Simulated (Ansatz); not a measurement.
# HgTe: the cost of one run

Computed with Ansatz 0.2.0 (DFT r²SCAN, frozen-core PAW, scalar-relativistic unless said, unless a step's input says otherwise).

**1. The system as given**

It takes space group F-43m (No. 216, cubic). The conventional cell has a = 6.429 Å, b = 6.429 Å, c = 6.429 Å, α = 90.00°, β = 90.00°, γ = 90.00°. Hg (site symmetry -43m) is surrounded by 4 Te at 2.78 Å. Around Te (site symmetry -43m) lie 4 Hg at 2.78 Å.

Structure file:

```
CELL_PARAMETERS angstrom
0.00000 3.21450 3.21450
3.21450 0.00000 3.21450
3.21450 3.21450 0.00000
ATOMIC_POSITIONS crystal
Hg 0.00000 0.00000 0.00000
Te 0.75000 0.75000 0.75000
```

Cartesian axes are those of the input's lattice vectors. The structure goes back to a database entry.

**2. Cell and atoms relaxed, PAW**

The input, input.yaml:

```yaml
crystal:
  lattice:
    - [0.0, 3.2145, 3.2145]
    - [3.2145, 0.0, 3.2145]
    - [3.2145, 3.2145, 0.0]
  atoms:
    - { symbol: Hg, position: [0.0, 0.0, 0.0] }
    - { symbol: Te, position: [0.75, 0.75, 0.75] }
kpoints:
  mp_grid: { grid: [10, 10, 10] }
scf:
  occupations: { method: fermi_dirac, width: 0.1 }
hamiltonian:
  xc: r2scan
  pseudopotentials: { kind: paw }
relax:
  f_tol: 0.002
  max_steps: 80
  cell: {}
output:
  forces: true
  stress: true
```

Command:

```console
> ansatz run input.yaml --threads 1 --pin off --max-ram 3072MiB --backend cpu --events-out ev --progress --plain --runs-dir out
```

Q: Estimate wall time and peak memory on 1 thread of Intel Xeon 6975P-C (Granite Rapids), shared host.

About 50 s, with a peak of 0.67 GiB.
